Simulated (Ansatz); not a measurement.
**Cl2FH2NZr: up Jacob's ladder to CCSD(T)**

One table from this session's results is given with a row withheld; the runs are named, their logs left out.

Program: Ansatz 0.2.0, Gaussian basis. Level of theory: functionals in def2-TZVPP, the program's frozen cores in correlated methods. These are calculated values, not measurements.

The runs, in order: LDA (SPW92), PBE-D4, revPBE-D4, BLYP-D4, r2SCAN-D4, B97M-V, PBE0-D4, B3LYP-D4, r2SCANh-D4, r2SCAN0-D4, HSE06-D4, BHLYP-D4, CAM-B3LYP-D4, LC-ωPBE, ωB97X-V, ωB97M-V, B2PLYP, PBE-QIDH; CCSD(T)/def2-SVP; CCSD(T)/def2-TZVPP; MP2/def2-QZVPP; extrapolation to the limit; RPA on PBE.

## The geometry

The geometry comes from an earlier relaxation with PBE0-D4 in a triple-zeta def2 set; it is a stationary point, not always the lowest conformer. Zr takes the def2 core potential; no spin-orbit term is included.

SMILES `[NH2][Zr]([F])([Cl])[Cl]`, 7 atoms, charge 0, spin multiplicity 1.

Atoms are counted from 1 here; the program's logs count them from 0.

Bond lengths: N1–Zr2 1.998 Å, N1–H6 1.012 Å, N1–H7 1.012 Å, Zr2–F3 1.889 Å, Zr2–Cl4 2.350 Å, Zr2–Cl5 2.350 Å. Angles: Zr2–N1–H6 125.7°, Zr2–N1–H7 125.1°, H6–N1–H7 109.2°, N1–Zr2–F3 106.2°, N1–Zr2–Cl4 108.6°, N1–Zr2–Cl5 108.6°, F3–Zr2–Cl4 112.3°, F3–Zr2–Cl5 112.3°, Cl4–Zr2–Cl5 108.6°.

The first run:

Contents of in.yaml:

```yaml
crystal:
  periodic: [false, false, false]
  atoms:
    - {symbol: N, position_ang: [-0.173544, 1.252215, -0.045023]}
    - {symbol: Zr, position_ang: [0.001715, -0.737375, -0.014155]}
    - {symbol: F, position_ang: [-1.625411, -1.420312, -0.687280]}
    - {symbol: Cl, position_ang: [0.409946, -1.418836, 2.197226]}
    - {symbol: Cl, position_ang: [1.843158, -1.347415, -1.340110]}
    - {symbol: H, position_ang: [0.532576, 1.912205, 0.254624]}
    - {symbol: H, position_ang: [-0.988439, 1.759519, -0.365272]}
basis:
  gaussian: {orbitals: def2-TZVPP}
hamiltonian: {xc: lda}
output: {orbitals: {seedname: orbitals}}
```

On the command line:

```
$ ansatz run in.yaml --threads 2 --pin off --events-out ev --progress --plain --max-ram 32768MiB --backend cpu
```

Steps of the session up to this table: LDA; PBE-D4 (GGA); revPBE-D4 (GGA); BLYP-D4 (GGA); r2SCAN-D4 (meta-GGA); B97M-V (meta-GGA); B3LYP-D4 (hybrid); r2SCANh-D4 (hybrid); r2SCAN0-D4 (hybrid); HSE06-D4 (hybrid); BHLYP-D4 (hybrid); CAM-B3LYP-D4 (range-separated); LC-ωPBE (range-separated); ωB97X-V (range-separated); ωB97M-V (range-separated); B2PLYP (double hybrid); PBE-QIDH (double hybrid).

One table of the session follows, with a row left open; its other results are not shown here.

It belongs to the step «Orbital energies across the functionals». 

| functional | HOMO (eV) | LUMO (eV) | gap (eV) |
| --- | --- | --- | --- |
| LDA (SPW92) | -7.17 | -2.91 | 4.26 |
| PBE-D4 | ? | ? | ? |
| revPBE-D4 | -6.90 | -2.57 | 4.32 |
| BLYP-D4 | -6.82 | -2.54 | 4.29 |
| r2SCAN-D4 | -7.28 | -2.50 | 4.79 |
| B97M-V | -7.32 | -2.44 | 4.88 |
| PBE0-D4 | -8.36 | -1.81 | 6.55 |
| B3LYP-D4 | -8.10 | -2.03 | 6.07 |
| r2SCANh-D4 | -7.80 | -2.18 | 5.62 |
| r2SCAN0-D4 | -8.58 | -1.69 | 6.89 |
| HSE06-D4 | -7.95 | -2.19 | 5.76 |
| BHLYP-D4 | -9.63 | -0.79 | 8.84 |
| CAM-B3LYP-D4 | -9.75 | -0.68 | 9.07 |
| LC-ωPBE | -11.17 | 0.51 | 11.67 |
| ωB97X-V | -10.77 | 0.42 | 11.19 |
| ωB97M-V | -10.64 | 0.35 | 11.00 |

Q: Estimate the row for PBE-D4 from the others.

The run gave: HOMO (eV): -6.97; LUMO (eV): -2.66; gap (eV): 4.30. In the column «HOMO (eV)» it lies between LDA (SPW92) (-7.17) and revPBE-D4 (-6.90).
